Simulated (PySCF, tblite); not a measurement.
# C6H9PSSi: geometry, infrared bands and NMR shifts

What infrared bands and NMR shifts should C6H9PSSi (`C/C([SiH3])=P\c1ccsc1`) show?

Programs: tblite 0.8.0 and PySCF 2.14.0, with density-fitted response routines of our own. Each step states its level of theory. These are calculated values for one molecule in the gas phase, unless marked as measured. Atoms count from 0, in the outputs and in this text.

### 1 The starting structure

18 atoms, charge 0, multiplicity 1; geometry from: force field or distance geometry start.

Bonds of the start (Å): C0–C1 1.52, C1–Si2 1.85, C1–P3 1.68, P3–C4 1.86, C4–C5 1.37, C5–C6 1.36, C6–S7 1.71, S7–C8 1.69, C8–C4 1.37, C0–H9 1.12, C0–H10 1.09, C0–H11 1.13, Si2–H12 1.46, Si2–H13 1.46, Si2–H14 1.48, C5–H15 1.08, C6–H16 1.08, C8–H17 1.08.

### 2 Optimising the geometry with GFN2-xTB

The job: settings as JSON, then the geometry in Å.

```
{"job": {"kind": "relax", "xc": "GFN2-xTB", "basis": "xTB"}, "charge": 0, "multiplicity": 1}
C      1.230500    -1.262200     0.192400
C      1.499600     0.202500    -0.091400
Si     3.277300     0.666500    -0.287300
P      0.252800     1.316800    -0.194700
C     -1.484700     0.708000     0.050700
C     -2.082500    -0.310100    -0.638400
C     -3.367800    -0.532100    -0.264600
S     -3.845400     0.554000     0.971600
C     -2.319100     1.289400     0.967800
H      0.531400    -1.365000     1.057700
H      2.155300    -1.830200     0.287600
H      0.620200    -1.580700    -0.708400
H      3.843000    -0.218600    -1.297900
H      3.469600     2.061300    -0.669500
H      3.964400     0.333000     0.976300
H     -1.574400    -0.888500    -1.392700
H     -4.098100    -1.253200    -0.597500
H     -2.080800     2.115400     1.626600
```

The run is started by

```bash
$ OMP_NUM_THREADS=1 python probes_run.py task.json out
```

This one command runs all jobs of the session in turn.

**Question.** This job is followed by: GFN2-xTB harmonic vibrations, gas phase; GIAO PBE0/pcSseg-1 NMR shielding, non-relativistic, gas phase. Predict these results of the whole session: strongest single infrared mode (GFN2-xTB); zero-point energy (GFN2-xTB); 13C shifts against TMS (PBE0/pcSseg-1); 1H shifts against TMS (PBE0/pcSseg-1, means over atoms taken as alike); 29Si shifts against TMS (PBE0/pcSseg-1); 31P shifts against H3PO4 (PBE0/pcSseg-1); 33S shifts against CS2 (PBE0/pcSseg-1).

As calculated:

| quantity | value |
| --- | --- |
| strongest single infrared mode (GFN2-xTB) | 794 cm⁻¹, 433 km/mol |
| zero-point energy (GFN2-xTB) | 77.2 kcal/mol |
| 13C shifts against TMS (PBE0/pcSseg-1) | 216.7, 148.6, 137.3, 134.9, 134.7, 30.1 ppm |
| 1H shifts against TMS (PBE0/pcSseg-1, means over atoms taken as alike) | 7.34, 7.21, 7.08, 4.47, 2.52 ppm |
| 29Si shifts against TMS (PBE0/pcSseg-1) | -67.5 ppm |
| 31P shifts against H3PO4 (PBE0/pcSseg-1) | 325.9 ppm |
| 33S shifts against CS2 (PBE0/pcSseg-1) | 249 ppm |

**Reading.** Relaxing lowered the energy by 0.490 eV in 93 steps; the close pair that moved most is C4–C5, from 1.367 to 1.424 Å. No mode is imaginary among the 48: a minimum at this level. The strongest single mode, at 794 cm⁻¹, moves mainly H12 and H14. GFN2-xTB is a fitted tight-binding method: band positions and strengths are rough. Its intensities can rank the bands wrongly. At PBE0/pcSseg-1: The largest span, 717 ppm, is at P3, where the paramagnetic term is -976 ppm. NICS(1)zz of -27 ppm above the planar ring from C4 marks a diatropic (aromatic) ring current.
